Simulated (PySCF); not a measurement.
# C3H7In: the cost of one run

Programs: PySCF 2.14.0, with routines of our own; each step states its level. All values are computed. Atoms count from 0.

### Step 1. The starting structure

11 atoms, charge 0, multiplicity 1; geometry from: GFN2-xTB.

### Step 2. Optimising the geometry at PBE0-D3(BJ)/def2-SVP

The job: settings as JSON, then the geometry in Å.

```
{"job": {"xc": "PBE0", "basis": "def2-SVP", "d3": "d3bj", "grid": 1, "maxiter": 30, "shake": 0.01, "kind": "geom"}, "charge": 0, "multiplicity": 1}
In     1.966220     0.192980     0.381100
C     -0.234170     0.586480     0.346370
C     -0.955810     0.156280    -0.914050
C     -1.055640    -0.639190     0.339230
H      2.507140    -1.205070    -0.475250
H      3.187360     1.184320     1.142130
H     -0.620740     1.460510     0.858270
H     -1.762730     0.745250    -1.260790
H     -0.345220    -0.274570    -1.684620
H     -0.602090    -1.613650     0.380550
H     -2.046210    -0.619190     0.871380
```

The run is started by

```
$ OMP_NUM_THREADS=1 python heavy_run.py task.json out
```

The driver reads the jobs from task.json and runs them one after another.

Q: Estimate the wall time and peak memory of this first job on 1 thread of Arm Neoverse V1, shared host.

About 26 s, with a peak of 0.43 GiB.
